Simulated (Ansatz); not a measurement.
**Al atom: energies up the ladder**

Aim: energies up the ladder, for Al atom, with the cost of each level. Spin multiplicity 2.

Program: Ansatz 0.2.0. Level of theory: the levels named in each step. These are calculated values, not measurements.

**1. Starting point**

Coordinates:

```xyz
1

Al    0.0000    0.0000    0.0000
```

**2. Single point, PBE0/def2-TZVPP**

Input file input.yaml:

```yaml
crystal:
  periodic: [false, false, false]
  atoms:
    - { symbol: Al, position_ang: [0.0, 0.0, 0.0] }
magnetization:
  spin_polarized: true
  initial_magnetization: 1
basis:
  gaussian: { orbitals: def2-TZVPP }
hamiltonian:
  xc: pbe0
```

Command:

```console
ansatz run input.yaml --threads 1 --pin off --max-ram 2560MiB --backend cpu --events-out ev --progress --plain --runs-dir out
```

The runs that follow: Single point, PBE/def2-TZVPP; Single point, r2SCAN/def2-TZVPP; Single point, B3LYP/def2-TZVPP; Single point, wB97M-V/def2-TZVPP; Single point, B2PLYP/def2-TZVPP; Single point, LDA/def2-TZVPP; Single point, PBE0/def2-SVP; Single point, PBE/def2-SVP; Single point, CCSD(T)/def2-TZVPP; Single point, CCSD(T)/def2-QZVPP.

**Question.** What will these runs give? Wanted: energy at CCSD(T)/CBS.

The runs gave:

| quantity | value |
| --- | --- |
| energy at CCSD(T)/CBS | -6583.422 eV |

What this shows: These totals serve in differences with atoms or fragments at the same level; alone they don't rank the methods.
